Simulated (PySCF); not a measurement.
**CH3I: electronic excitations at several levels of theory**

Aim: compute the electronic excitations of CH3I (`CI`) at several levels, and see how far they spread and what each costs.

Computed with PySCF 2.14.0, with density-fitted response routines of our own, on a single molecule in the gas phase. Atoms are numbered from 0 throughout.

### 1 The starting structure

5 atoms, charge 0, multiplicity 1; geometry from: GFN2-xTB.

Bonds of the start (Å): C0–I1 2.14, C0–H2 1.08, C0–H3 1.08, C0–H4 1.08.

### 2 Optimising the geometry at PBE0-D3(BJ)/def2-TZVP

The job: settings as JSON, then the geometry in Å.

```
{"job": {"xc": "PBE0", "basis": "def2-TZVP", "d3": "d3bj", "grid": 2, "kind": "geom"}, "charge": 0, "multiplicity": 1}
C     -1.907730    -0.041410    -0.046920
I      0.234070     0.005080     0.005750
H     -2.212490    -0.835330    -0.716930
H     -2.266800    -0.228960     0.957110
H     -2.258210     0.917990    -0.405780
```

Standard output:

```text
step   0  E = -337.59682998  max force = 0.005155
step   1  E = -337.59691670  max force = 0.003784
step   2  E = -337.59696035  max force = 0.000252
step   3  E = -337.59696054  max force = 0.000096
optimisation converged
```

Wall time 6.7 s (4 threads of Arm Neoverse V2, shared host).

The steps of the relaxation:

```csv
step,energy from step 0 (eV),largest force component (eV/Å)
0,0.0000,0.2651
1,-0.0024,0.1946
2,-0.0035,0.0130
3,-0.0036,0.0049
```

Close pairs (by a distance rule), those that changed most:

```csv
bond,before (Å),after (Å),change (Å)
C0–I1,2.143,2.129,-0.014
C0–H4,1.083,1.086,+0.003
C0–H2,1.083,1.086,+0.003
C0–H3,1.083,1.086,+0.003
```

The final coordinates are the input of the step that follows.

```csv
at the end point,value
point group (found at 0.08 Å tolerance),C3v
"rotational constants (GHz, main isotopes)","156.3, 7.587, 7.587"
dipole moment (D),1.74
```

### 3 Ultraviolet spectrum: CAM-B3LYP/def2-TZVPD

The job: settings as JSON, then the geometry in Å.

```
{"job": {"kind": "uv", "xc": "CAM-B3LYP", "basis": "def2-TZVPD", "nstates": 12, "ntriplets": 4}, "charge": 0, "multiplicity": 1}
C     -1.909852    -0.041472    -0.046956
I      0.217807     0.004724     0.005340
H     -2.206192    -0.839550    -0.720430
H     -2.260781    -0.229801     0.962849
H     -2.252143     0.923469    -0.407573
```

With the program's defaults for keys left out, this is: TDDFT CAM-B3LYP/def2-TZVPD, vertical, gas phase, core orbitals frozen in the response.

Standard output:

```text
coarse grid: 20624 points
cycle   1  E = -335.8431074618  dE = -4.062e+01  |g| = 3.316e+00  |ddm| = 1.967e+01
cycle   2  E = -334.4498445240  dE =  1.393e+00  |g| = 3.512e+00  |ddm| = 2.395e+01
cycle   3  E = -337.4594299449  dE = -3.010e+00  |g| = 6.315e-01  |ddm| = 2.280e+01
cycle   4  E = -337.5784647627  dE = -1.190e-01  |g| = 3.935e-01  |ddm| = 1.230e+00
cycle   5  E = -337.6091286003  dE = -3.066e-02  |g| = 1.017e-01  |ddm| = 3.153e-01
cycle   6  E = -337.6114138668  dE = -2.285e-03  |g| = 1.459e-02  |ddm| = 1.224e-01
cycle   7  E = -337.6114745401  dE = -6.067e-05  |g| = 7.424e-03  |ddm| = 3.206e-02
cycle   8  E = -337.6114856960  dE = -1.116e-05  |g| = 8.667e-04  |ddm| = 9.252e-03
cycle   9  E = -337.6114862164  dE = -5.204e-07  |g| = 2.445e-04  |ddm| = 2.894e-03
final grid: 41368 points
cycle  10  E = -337.6114824042  dE = -2.037e-08  |g| = 2.161e-04  |ddm| = 1.586e-03
cycle  11  E = -337.6114824013  dE =  2.916e-09  |g| = 2.751e-04  |ddm| = 3.825e-04
cycle  12  E = -337.6114824156  dE = -1.427e-08  |g| = 1.274e-05  |ddm| = 1.821e-04
cycle  13  E = -337.6114824157  dE = -1.162e-10  |g| = 5.855e-06  |ddm| = 4.008e-05
converged SCF energy = -337.6114824157

Static polarisability (au): isotropic 49.425, principal 44.108 44.108 60.060

Singlet excitations
state   eV       nm        f      main configurations
  1   4.9312    251.4   0.00003   H->L 0.88, H->L+4 0.09
  2   4.9312    251.4   0.00003   H-1->L 0.88, H-1->L+4 0.09
  3   6.6582    186.2   0.09755   H-1->L+1 0.87
  4   6.6582    186.2   0.09754   H->L+1 0.87
  5   7.3261    169.2   0.00023   H->L+3 0.49, H-1->L+2 0.49
  6   7.3261    169.2   0.00023   H-1->L+3 0.49, H->L+2 0.49
  7   7.3855    167.9   0.00000   H-1->L+2 0.25, H->L+3 0.25, H-1->L+3 0.24
  8   7.4429    166.6   0.07246   H->L+2 0.24, H-1->L+3 0.24, H-1->L+2 0.23
  9   7.5926    163.3   0.01033   H-1->L+4 0.45, H->L+4 0.35
 10   7.5926    163.3   0.01033   H->L+4 0.45, H-1->L+4 0.35
 11   8.2272    150.7   0.00000   H-1->L+6 0.25, H->L+7 0.25, H-1->L+7 0.19
 12   8.2329    150.6   0.01041   H->L+6 0.22, H-1->L+7 0.22, H->L+7 0.17

Triplet excitations (Tamm-Dancoff, eV): 4.3477 4.3477 6.4098 6.4619
```

Run time: 5 s. Hardware: 4 threads of Arm Neoverse V2, shared host.

Frontier orbitals and where they lie:

```csv
orbital,eV,atoms
HOMO−3,-13.90,"C0 54 %, H3 22 %, H4 15 %"
HOMO−2,-11.34,"I1 53 %, C0 37 %"
HOMO−1,-8.59,"I1 86 %, C0 10 %"
HOMO,-8.59,"I1 86 %, C0 10 %"
LUMO,-0.08,"I1 66 %, C0 23 %"
LUMO+1,1.04,"I1 51 %, C0 35 %, H3 4 %"
LUMO+2,1.13,I1 94 %
```

With each of the 12 states as a Gaussian band of 0.4 eV half-width at 1/e, the curve within the window shown has maxima at 186 nm (ε 8,000), 166 nm (ε 3,800) L/(mol cm). Beyond the last state computed it falls off for lack of states. The curve at chosen wavelengths:

nm, ε (L/mol/cm) and a bar:
```
      145        245 #
      151        591 ##
      156       1305 #####
      162       3208 ############
      167       3849 ###############
      173       3707 ##############
      179       5801 ######################
      184       7796 ##############################
      190       6965 ###########################
      195       4337 #################
      201       1666 ######
      207        449 ##
      212        120 
      218         20 
      223          4 
      229          1 
      235          1 
      240          2 
      246          2 
      251          2 
      257          2 
      263          2 
      268          1 
      274          1 
      279          1 
      285          0
```

Ground-state properties from the same run:

```csv
property,computed
dipole moment (D),1.68
polarisability (Å³),7.32
HOMO–LUMO gap (eV),8.51
−ε(HOMO) (eV),8.59
```

### 4 Ultraviolet spectrum: PBE0/def2-TZVPD

The job: settings as JSON, then the geometry in Å.

```
{"job": {"kind": "uv", "xc": "PBE0", "basis": "def2-TZVPD", "nstates": 12, "ntriplets": 4}, "charge": 0, "multiplicity": 1}
C     -1.909852    -0.041472    -0.046956
I      0.217807     0.004724     0.005340
H     -2.206192    -0.839550    -0.720430
H     -2.260781    -0.229801     0.962849
H     -2.252143     0.923469    -0.407573
```

With the program's defaults for keys left out, this is: TDDFT PBE0/def2-TZVPD, vertical, gas phase, core orbitals frozen in the response.

Standard output:

```text
coarse grid: 20624 points
cycle   1  E = -335.6467299657  dE = -4.044e+01  |g| = 3.449e+00  |ddm| = 1.977e+01
cycle   2  E = -332.3834292269  dE =  3.263e+00  |g| = 4.051e+00  |ddm| = 6.375e+01
cycle   3  E = -337.2257869924  dE = -4.842e+00  |g| = 9.700e-01  |ddm| = 6.323e+01
cycle   4  E = -337.4842512343  dE = -2.585e-01  |g| = 6.974e-01  |ddm| = 1.877e+00
cycle   5  E = -337.5843023106  dE = -1.001e-01  |g| = 2.043e-01  |ddm| = 5.911e-01
cycle   6  E = -337.5947584137  dE = -1.046e-02  |g| = 2.746e-02  |ddm| = 2.294e-01
cycle   7  E = -337.5949027713  dE = -1.444e-04  |g| = 1.517e-02  |ddm| = 4.307e-02
cycle   8  E = -337.5949394921  dE = -3.672e-05  |g| = 1.716e-03  |ddm| = 1.173e-02
cycle   9  E = -337.5949402171  dE = -7.250e-07  |g| = 3.392e-04  |ddm| = 2.499e-03
final grid: 41368 points
cycle  10  E = -337.5949421851  dE = -4.924e-09  |g| = 3.724e-04  |ddm| = 2.973e-03
cycle  11  E = -337.5949421754  dE =  9.671e-09  |g| = 4.449e-04  |ddm| = 5.816e-04
cycle  12  E = -337.5949422045  dE = -2.903e-08  |g| = 5.287e-05  |ddm| = 3.148e-04
cycle  13  E = -337.5949422051  dE = -5.976e-10  |g| = 6.565e-06  |ddm| = 3.944e-05
converged SCF energy = -337.5949422051

Static polarisability (au): isotropic 49.541, principal 44.300 44.300 60.022

Singlet excitations
state   eV       nm        f      main configurations
  1   4.9371    251.1   0.00005   H->L 0.98
  2   4.9371    251.1   0.00005   H-1->L 0.98
  3   6.5987    187.9   0.08821   H->L+1 0.96
  4   6.5988    187.9   0.08820   H-1->L+1 0.96
  5   7.1928    172.4   0.00018   H->L+3 0.46, H-1->L+2 0.46
  6   7.1928    172.4   0.00018   H->L+2 0.46, H-1->L+3 0.46
  7   7.2517    171.0   0.00000   H-1->L+3 0.33, H->L+2 0.33, H->L+3 0.17
  8   7.2977    169.9   0.05799   H-1->L+2 0.33, H->L+3 0.33, H-1->L+3 0.16
  9   7.4257    167.0   0.01861   H->L+4 0.93
 10   7.4257    167.0   0.01861   H-1->L+4 0.93
 11   8.1488    152.2   0.00000   H->L+7 0.40, H-1->L+6 0.40, H->L+6 0.09
 12   8.1571    152.0   0.00535   H->L+6 0.36, H-1->L+7 0.36, H->L+7 0.08

Triplet excitations (Tamm-Dancoff, eV): 4.3207 4.3207 6.3873 6.3874
```

It took 4.3 s on 4 threads of Arm Neoverse V2, shared host.

This run: HOMO -7.31 eV, LUMO -0.93 eV; lowest singlet 4.94 eV.

### 5 TDDFT and polarisability: PBE/def2-TZVPD

The job: settings as JSON, then the geometry in Å.

```
{"job": {"kind": "uv", "xc": "PBE", "basis": "def2-TZVPD", "nstates": 12, "ntriplets": 4}, "charge": 0, "multiplicity": 1}
C     -1.909852    -0.041472    -0.046956
I      0.217807     0.004724     0.005340
H     -2.206192    -0.839550    -0.720430
H     -2.260781    -0.229801     0.962849
H     -2.252143     0.923469    -0.407573
```

Level: TDDFT PBE/def2-TZVPD, vertical, gas phase, core orbitals frozen in the response.

Standard output:

```text
coarse grid: 20624 points
cycle   1  E = -335.1976158120  dE = -3.974e+01  |g| = 3.845e+00  |ddm| = 1.978e+01
cycle   2  E = -330.5334586694  dE =  4.664e+00  |g| = 5.126e+00  |ddm| = 4.902e+01
cycle   3  E = -337.0539073547  dE = -6.520e+00  |g| = 1.150e+00  |ddm| = 4.812e+01
cycle   4  E = -337.0976864229  dE = -4.378e-02  |g| = 1.367e+00  |ddm| = 2.395e+00
cycle   5  E = -337.5354346557  dE = -4.377e-01  |g| = 2.808e-01  |ddm| = 1.113e+00
cycle   6  E = -337.5604567055  dE = -2.502e-02  |g| = 6.336e-02  |ddm| = 4.292e-01
cycle   7  E = -337.5609963487  dE = -5.396e-04  |g| = 2.936e-02  |ddm| = 7.418e-02
cycle   8  E = -337.5611430167  dE = -1.467e-04  |g| = 2.841e-03  |ddm| = 2.175e-02
cycle   9  E = -337.5611447045  dE = -1.688e-06  |g| = 1.192e-03  |ddm| = 3.969e-03
final grid: 41368 points
cycle  10  E = -337.5611456027  dE =  5.512e-07  |g| = 2.055e-03  |ddm| = 5.223e-03
cycle  11  E = -337.5611430743  dE =  2.528e-06  |g| = 3.961e-03  |ddm| = 4.890e-03
cycle  12  E = -337.5611464033  dE = -3.329e-06  |g| = 5.346e-04  |ddm| = 3.330e-03
cycle  13  E = -337.5611464634  dE = -6.010e-08  |g| = 3.241e-05  |ddm| = 3.828e-04
cycle  14  E = -337.5611464637  dE = -3.405e-10  |g| = 6.968e-06  |ddm| = 4.097e-05
converged SCF energy = -337.5611464637

Static polarisability (au): isotropic 51.086, principal 46.017 46.017 61.223

Singlet excitations
state   eV       nm        f      main configurations
  1   4.6373    267.4   0.00016   H->L 0.99
  2   4.6373    267.4   0.00016   H-1->L 0.99
  3   6.0709    204.2   0.06414   H->L+1 0.98
  4   6.0711    204.2   0.06413   H-1->L+1 0.98
  5   6.6547    186.3   0.00011   H-1->L+2 0.45, H->L+3 0.45
  6   6.6547    186.3   0.00011   H->L+2 0.45, H-1->L+3 0.45
  7   6.6954    185.2   0.00000   H-1->L+3 0.29, H->L+2 0.29, H->L+3 0.21
  8   6.7673    183.2   0.04329   H-1->L+2 0.29, H->L+3 0.29, H-1->L+3 0.20
  9   6.8963    179.8   0.02774   H-1->L+4 0.91
 10   6.8964    179.8   0.02773   H->L+4 0.91
 11   7.6787    161.5   0.00000   H-1->L+5 0.37, H->L+6 0.37, H->L+5 0.12
 12   7.6999    161.0   0.00145   H->L+5 0.36, H-1->L+6 0.36, H->L+6 0.12

Triplet excitations (Tamm-Dancoff, eV): 4.0865 4.0865 5.9048 5.9049
```

Wall time 3.8 s (4 threads of Arm Neoverse V2, shared host).

In short: HOMO -6.17 eV, LUMO -1.79 eV; lowest singlet 4.64 eV.

### 6 Ultraviolet spectrum: B3LYP/def2-TZVPD

The job: settings as JSON, then the geometry in Å.

```
{"job": {"kind": "uv", "xc": "B3LYP", "basis": "def2-TZVPD", "nstates": 12, "ntriplets": 4}, "charge": 0, "multiplicity": 1}
C     -1.909852    -0.041472    -0.046956
I      0.217807     0.004724     0.005340
H     -2.206192    -0.839550    -0.720430
H     -2.260781    -0.229801     0.962849
H     -2.252143     0.923469    -0.407573
```

Method: TDDFT B3LYP/def2-TZVPD, vertical, gas phase, core orbitals frozen in the response.

Standard output:

```text
coarse grid: 20624 points
cycle   1  E = -335.6979863737  dE = -4.027e+01  |g| = 3.525e+00  |ddm| = 1.975e+01
cycle   2  E = -332.1318588163  dE =  3.566e+00  |g| = 4.240e+00  |ddm| = 6.508e+01
cycle   3  E = -337.3219377111  dE = -5.190e+00  |g| = 1.020e+00  |ddm| = 6.446e+01
cycle   4  E = -337.5773153729  dE = -2.554e-01  |g| = 8.218e-01  |ddm| = 2.039e+00
cycle   5  E = -337.7204105442  dE = -1.431e-01  |g| = 2.226e-01  |ddm| = 6.885e-01
cycle   6  E = -337.7337399498  dE = -1.333e-02  |g| = 2.916e-02  |ddm| = 2.840e-01
cycle   7  E = -337.7338535493  dE = -1.136e-04  |g| = 1.793e-02  |ddm| = 4.554e-02
cycle   8  E = -337.7339042666  dE = -5.072e-05  |g| = 1.788e-03  |ddm| = 1.261e-02
cycle   9  E = -337.7339050478  dE = -7.812e-07  |g| = 4.718e-04  |ddm| = 2.450e-03
final grid: 41368 points
cycle  10  E = -337.7339008567  dE =  1.067e-08  |g| = 6.028e-04  |ddm| = 3.932e-03
cycle  11  E = -337.7339007922  dE =  6.457e-08  |g| = 8.425e-04  |ddm| = 1.116e-03
cycle  12  E = -337.7339009149  dE = -1.227e-07  |g| = 1.104e-04  |ddm| = 6.603e-04
cycle  13  E = -337.7339009175  dE = -2.616e-09  |g| = 9.688e-06  |ddm| = 8.025e-05
cycle  14  E = -337.7339009175  dE = -2.353e-11  |g| = 2.023e-06  |ddm| = 1.245e-05
converged SCF energy = -337.7339009175

Static polarisability (au): isotropic 50.274, principal 45.039 45.039 60.743

Singlet excitations
state   eV       nm        f      main configurations
  1   4.7906    258.8   0.00008   H->L 0.95
  2   4.7906    258.8   0.00008   H-1->L 0.95
  3   6.3498    195.3   0.07956   H-1->L+1 0.94
  4   6.3499    195.3   0.07955   H->L+1 0.94
  5   6.9375    178.7   0.00016   H->L+3 0.50, H-1->L+2 0.50
  6   6.9376    178.7   0.00016   H-1->L+3 0.50, H->L+2 0.50
  7   6.9882    177.4   0.00000   H-1->L+3 0.28, H->L+2 0.28, H-1->L+2 0.21
  8   7.0658    175.5   0.05341   H-1->L+2 0.28, H->L+3 0.28, H->L+2 0.21
  9   7.1829    172.6   0.01987   H->L+4 0.53, H-1->L+4 0.45
 10   7.1829    172.6   0.01987   H-1->L+4 0.53, H->L+4 0.45
 11   7.9334    156.3   0.00000   H-1->L+6 0.27, H->L+7 0.27, H-1->L+7 0.21
 12   7.9462    156.0   0.00448   H->L+6 0.25, H-1->L+7 0.25, H->L+7 0.20

Triplet excitations (Tamm-Dancoff, eV): 4.2416 4.2416 6.1856 6.1857
```

Wall time 4.2 s (4 threads of Arm Neoverse V2, shared host).

This run: HOMO -7.07 eV, LUMO -1.19 eV; lowest singlet 4.79 eV.

### 7 Side by side: electronic excitations

Excitations and ground-state properties, with basis size and wall time:

```csv
run,lowest singlet (eV),brightest (eV),f,gap (eV),α (Å³),μ (D),functions,time
CAM-B3LYP/def2-TZVPD,4.93,6.66,0.098,8.51,7.32,1.68,123,5 s
PBE0/def2-TZVPD,4.94,6.60,0.088,6.38,7.34,1.71,123,4.3 s
PBE/def2-TZVPD,4.64,6.07,0.064,4.38,7.57,1.64,123,3.8 s
B3LYP/def2-TZVPD,4.79,6.35,0.080,5.88,7.45,1.67,123,4.2 s
```

### 8 What came out

```
                                quantity                        value
                             point group                          C3v
    rotational constants (main isotopes)       156.30, 7.59, 7.59 GHz
   lowest singlet (CAM-B3LYP/def2-TZVPD)  4.93 eV (251 nm), f = 0.000
brightest single state of those computed  state 3, 6.66 eV, f = 0.098
                          lowest triplet                      4.35 eV
             range of the lowest singlet              4.64 to 4.94 eV
```

What this shows: Single values in the summary come from the first run of each kind that ended normally (CAM-B3LYP/def2-TZVPD), which need not be the best level. Relaxing lowered the energy by 0.004 eV in 3 steps; the close pair that moved most is C0–I1, from 2.143 to 2.129 Å. No frequency check was run at this level, so the end point may be a saddle. The first singlet state (HOMO→LUMO 0.88, HOMO→LUMO+4 0.09) lies at 4.93 eV and is dark; of the 12 states computed, the strongest absorption comes from states 3 to 4 together at 6.66 eV. The lowest triplet lies 0.58 eV below the lowest singlet (triplets in Tamm-Dancoff, singlets in full TDDFT). Spin-orbit coupling, left out, mixes singlets and triplets in elements this heavy. The lowest singlet runs from 4.64 eV (PBE/def2-TZVPD) to 4.94 eV (PBE0/def2-TZVPD), while the orbital gap spans 4.38 to 8.51 eV: the excitation energy moves far less from run to run than the orbital gap does. The lowest state need not be the same one in every run.
